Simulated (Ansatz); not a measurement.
# C2H6S2Si: up Jacob's ladder to CCSD(T)

How much do the methods differ for C2H6S2Si? The plan is to run it at one geometry with functionals of several rungs and with coupled cluster. The yardstick is the atomisation energy at the CCSD(T) limit.

Computed with Ansatz 0.2.0, Gaussian basis. Level: functionals in def2-TZVPP, the program's frozen cores in correlated methods.

The runs, in order: LDA (SPW92), PBE-D4, revPBE-D4, BLYP-D4, r2SCAN-D4, B97M-V, PBE0-D4, B3LYP-D4, r2SCANh-D4, r2SCAN0-D4, HSE06-D4, BHLYP-D4, CAM-B3LYP-D4, LC-ωPBE, ωB97X-V, ωB97M-V, B2PLYP, PBE-QIDH; CCSD(T)/def2-SVP; CCSD(T)/def2-TZVPP; MP2/def2-QZVPP; extrapolation to the limit; RPA on PBE.

## Step 1: The relaxed structure

The geometry comes from an earlier relaxation with PBE0-D4 in a triple-zeta def2 set; it is a stationary point, not always the lowest conformer.

SMILES `[SiH3]SCC=S`, 11 atoms, charge 0, spin multiplicity 1.

Atoms are counted from 1 here; the program's logs count them from 0.

Bond lengths: Si1–S2 2.142 Å, Si1–H6 1.484 Å, Si1–H7 1.483 Å, Si1–H8 1.484 Å, S2–C3 1.832 Å, C3–C4 1.482 Å, C3–H9 1.089 Å, C3–H10 1.093 Å, C4–S5 1.610 Å, C4–H11 1.092 Å. Angles: S2–Si1–H6 110.0°, S2–Si1–H7 113.2°, S2–Si1–H8 103.0°, H6–Si1–H7 109.8°, H6–Si1–H8 110.9°, H7–Si1–H8 109.9°, Si1–S2–C3 101.2°, S2–C3–C4 107.6°, S2–C3–H9 110.5°, S2–C3–H10 104.9°, C4–C3–H9 112.0°, C4–C3–H10 111.5°, H9–C3–H10 110.1°, C3–C4–S5 124.7°, C3–C4–H11 114.7°, S5–C4–H11 120.5°.

As a file:

```tsv
atom	x (Å)	y (Å)	z (Å)
Si1	-1.20399	0.36277	1.32415
S2	0.11157	1.50966	0.08300
C3	1.25019	0.20955	-0.52368
C4	0.49048	-0.65054	-1.46127
S5	0.00996	-2.15396	-1.14312
H6	-0.41491	-0.45681	2.27731
H7	-2.12278	-0.50929	0.55229
H8	-1.97978	1.40566	2.03976
H9	1.66052	-0.35874	0.31006
H10	2.04813	0.75268	-1.03619
H11	0.21613	-0.16797	-2.40173
```

## Step 2: LDA

This LDA is Slater exchange with PW92 correlation.

File in.yaml:

```yaml
crystal:
  periodic: [false, false, false]
  atoms:
    - {symbol: Si, position_ang: [-1.203989, 0.362773, 1.324151]}
    - {symbol: S, position_ang: [0.111570, 1.509659, 0.083000]}
    - {symbol: C, position_ang: [1.250186, 0.209547, -0.523680]}
    - {symbol: C, position_ang: [0.490479, -0.650543, -1.461272]}
    - {symbol: S, position_ang: [0.009955, -2.153962, -1.143115]}
    - {symbol: H, position_ang: [-0.414915, -0.456809, 2.277314]}
    - {symbol: H, position_ang: [-2.122778, -0.509289, 0.552295]}
    - {symbol: H, position_ang: [-1.979779, 1.405657, 2.039761]}
    - {symbol: H, position_ang: [1.660516, -0.358738, 0.310062]}
    - {symbol: H, position_ang: [2.048126, 0.752681, -1.036188]}
    - {symbol: H, position_ang: [0.216130, -0.167974, -2.401728]}
basis:
  gaussian: {orbitals: def2-TZVPP}
hamiltonian: {xc: lda}
output: {orbitals: {seedname: orbitals}}
```

Further steps of the session: PBE-D4 (GGA); revPBE-D4 (GGA); BLYP-D4 (GGA); r2SCAN-D4 (meta-GGA); B97M-V (meta-GGA); PBE0-D4 (hybrid); B3LYP-D4 (hybrid); r2SCANh-D4 (hybrid); r2SCAN0-D4 (hybrid); HSE06-D4 (hybrid); BHLYP-D4 (hybrid); CAM-B3LYP-D4 (range-separated); LC-ωPBE (range-separated); ωB97X-V (range-separated); ωB97M-V (range-separated); B2PLYP (double hybrid); PBE-QIDH (double hybrid); CCSD(T) in def2-SVP; CCSD(T) in def2-TZVPP; MP2 in def2-QZVPP; RPA on PBE orbitals.

Before running them: what should the planned runs give, taken together? Wanted: atomisation energy, CCSD(T)/CBS; farthest beyond LDA; mean size of error, GGA; mean size of error, meta-GGA; mean size of error, hybrid; mean size of error, range-separated; mean size of error, double hybrid; gap, smallest and largest; T1 diagnostic.

The runs gave:

| quantity | value |
| --- | --- |
| atomisation energy, CCSD(T)/CBS | 3795.2 kJ/mol |
| functionals within 19.0 kJ/mol (0.5 %) | revPBE-D4, BLYP-D4, r2SCAN-D4, PBE0-D4, B3LYP-D4, r2SCANh-D4, HSE06-D4, CAM-B3LYP-D4, ωB97X-V, ωB97M-V |
| farthest beyond LDA | BHLYP-D4 (-109.1 kJ/mol) |
| mean size of error, GGA | 31.0 kJ/mol |
| mean size of error, meta-GGA | 22.8 kJ/mol |
| mean size of error, hybrid | 31.7 kJ/mol |
| mean size of error, range-separated | 26.6 kJ/mol |
| mean size of error, double hybrid | 41.7 kJ/mol |
| gap, smallest and largest | 2.04 eV (LDA (SPW92)), 9.21 eV (LC-ωPBE) |
| T1 diagnostic | 0.0150 |
| triples share of the correlation energy | 4.7 % |

What this shows: LDA overbinds by 548.7 kJ/mol (14 %). PBE-D4 is off by +73.3 kJ/mol. Double hybrids carry the basis error of their MP2 part in triple zeta, and no dispersion term here, so their miss is partly the set-up's. By mean error the best rung here is meta-GGA (22.8 kJ/mol) and the worst beyond LDA is double hybrid (41.7 kJ/mol). The gap between the best rungs is small, so their order is not settled. The reference freezes the cores and leaves out relativity and excitations past (T), so misses under about 19.0 kJ/mol can't be ranked. Hartree-Fock recovers 72 % of the binding; the rest is correlation. CCSD(T) in def2-SVP is off by -242.4 kJ/mol, which most functionals beat. The gap grows from 2.0 to 9.2 eV across the functionals, mostly with the share of exact exchange. The restricted reference is unstable towards a spin-broken one.
